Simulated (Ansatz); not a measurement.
**CCSDTQ/STO-3G run of [SnH5]− (SMILES [H][Sn-]([H])([H])([H])[H])**

Aim: the energy change on altering one bond length of [SnH5]− at CCSDTQ/STO-3G, from 2 runs. 

Program for the calculation: Ansatz 0.2.0.

1 further run of the same task is left out (set aside as unsound or not needed).

## Step 1: The molecule

[SnH5]−: 6 atoms, total charge -1, spin state singlet. As SMILES, `[H][Sn-]([H])([H])([H])[H]`. The shape comes from GFN2-xTB, which is rough for such elements, and wasn't checked as a minimum.

Bond lengths: Sn1–H2 1.885 Å, Sn1–H3 1.889 Å, Sn1–H4 1.782 Å, Sn1–H5 1.783 Å, Sn1–H6 1.782 Å. Angles: H2–Sn1–H3 179.8°, H2–Sn1–H4 90.0°, H2–Sn1–H5 89.9°, H2–Sn1–H6 90.0°, H3–Sn1–H4 90.0°, H3–Sn1–H5 89.9°, H3–Sn1–H6 90.2°, H4–Sn1–H5 120.0°, H4–Sn1–H6 120.0°, H5–Sn1–H6 119.9°.

## Step 2: A single-point energy at CCSDTQ/STO-3G

job.yaml

```yaml
basis:
  gaussian:
    orbitals: STO-3G
crystal:
  periodic: [false, false, false]
  atoms:
    - {symbol: Sn, position_ang: [0.000450, -0.001410, 0.000420]}
    - {symbol: H, position_ang: [-0.020070, -0.006290, 1.885790]}
    - {symbol: H, position_ang: [0.020250, 0.010720, -1.888030]}
    - {symbol: H, position_ang: [1.782780, 0.010780, 0.018860]}
    - {symbol: H, position_ang: [-0.902470, 1.535970, -0.003420]}
    - {symbol: H, position_ang: [-0.880950, -1.549760, -0.013620]}
total_charge: -1
correlation:
  method: ccsdtq
  frozen_orbitals: {H: 0, Sn: 18}
accuracy: high
scf:
  omitted_lower_state_checks: [cluster_reference, increment]
```

Command:

```bash
$ ansatz run job.yaml --threads 1 --pin off --max-ram 2610MiB --events-out events.jsonl --progress --plain --runs-dir runs
```

The log of the run (excerpt; [...] marks lines left out):

```text
Warning: RAYON_NUM_THREADS=1 ignored (pool sized by the plan → 1); use --threads N
Functional definition: HF
  name "HF"
[...]
570 factors; integrals over basis functions are off by at most 4.0e-9 eV
[...]
mean field -162341.37446922 eV, -5965.9354728080 hartree, gradient 5.6e-8 eV, S^2 0.000000; 0 other end points of the search recorded, 0 dependent functions left out
18 core orbitals not correlated: weight in the atoms' cores, before any rotation towards them, 1.000 or more for the frozen orbitals, at most 0.000 for the correlated occupied ones
reference -162341.37446922 eV, -5965.9354728080 hartree; 10, 10 occupied and 4, 4 virtual orbitals, 570 factors
second order -1.35854616 eV of doubles, -0.00000000 eV of singles
cycle   1  -1.78901753 eV  change   -4.3e-1 eV  update   6.3e-2
[...]
cycle  17  -2.06898076 eV  change    1.1e-9 eV  update   1.1e-9
Total energy: -162343.44344998 eV, -5966.0115064486 hartree
Checks for a lower state left out: cluster_reference, increment
```

Run time: 7.5 s. Hardware: 1 thread of AMD EPYC 9R14 (Zen 4), shared host; peak memory 0.19 GiB.

## Step 3: The distorted shape at the same level

run.yaml

```yaml
crystal:
  periodic: [false, false, false]
  atoms:
    - {symbol: Sn, position_ang: [0.005580, -0.000190, -0.470963]}
    - {symbol: H, position_ang: [-0.020070, -0.006290, 1.885790]}
    - {symbol: H, position_ang: [0.025380, 0.011940, -2.359413]}
    - {symbol: H, position_ang: [1.787910, 0.012000, -0.452523]}
    - {symbol: H, position_ang: [-0.897340, 1.537190, -0.474803]}
    - {symbol: H, position_ang: [-0.875820, -1.548540, -0.485003]}
basis:
  gaussian:
    orbitals: STO-3G
total_charge: -1
correlation:
  method: ccsdtq
  frozen_orbitals: {H: 0, Sn: 18}
accuracy: high
scf:
  omitted_lower_state_checks: [cluster_reference, increment]
```

Command:

```bash
$ ansatz run run.yaml --threads 1 --pin off --max-ram 2610MiB --events-out events.jsonl --progress --plain --runs-dir runs
```

The log of the run (excerpt; [...] marks lines left out):

```text
Warning: RAYON_NUM_THREADS=1 ignored (pool sized by the plan → 1); use --threads N
Functional definition: HF
  name "HF"
[...]
568 factors; integrals over basis functions are off by at most 4.0e-9 eV
[...]
mean field -162339.87249833 eV, -5965.8802763960 hartree, gradient 1.4e-8 eV, S^2 0.000000; 0 other end points of the search recorded, 0 dependent functions left out
18 core orbitals not correlated: weight in the atoms' cores, before any rotation towards them, 1.000 or more for the frozen orbitals, at most 0.000 for the correlated occupied ones
reference -162339.87249833 eV, -5965.8802763960 hartree; 10, 10 occupied and 4, 4 virtual orbitals, 568 factors
second order -1.52008482 eV of doubles, -0.00000000 eV of singles
cycle   1  -1.99817629 eV  change   -4.8e-1 eV  update   7.5e-2
[...]
cycle  19  -2.34551054 eV  change  -4.6e-10 eV  update  5.1e-10
Total energy: -162342.21800887 eV, -5965.9664723184 hartree
Checks for a lower state left out: cluster_reference, increment
```

Wall time 7.5 s (1 thread of AMD EPYC 9R14 (Zen 4), shared host); peak memory 0.2 GiB.

## Step 4: Outcome

At CCSDTQ/STO-3G, 18 core orbitals frozen:

| quantity | value |
| --- | --- |
| first shape: total energy | -5966.01151 Eh |
| first shape: correlation energy (18 core orbitals frozen) | -76.0 mEh |
| first shape: T1 diagnostic | 0.006 |
| distorted shape: total energy | -5965.96647 Eh |
| distorted shape: correlation energy (18 core orbitals frozen) | -86.2 mEh |
| distorted shape: T1 diagnostic | 0.011 |
| energy change with the Sn1–H2 bond stretched from 1.885 to 2.357 Å | 1.225 eV |

In words: With the Sn1–H2 bond stretched from 1.885 to 2.357 Å the energy rises by 1.23 eV (28 kcal/mol). The first shape isn't relaxed at this level, so the change isn't measured from a minimum. The minimal basis adds a large error of its own. Relativity is left out (first shape) although the molecule holds a heavy atom. Relativity is left out (distorted shape) although the molecule holds a heavy atom.
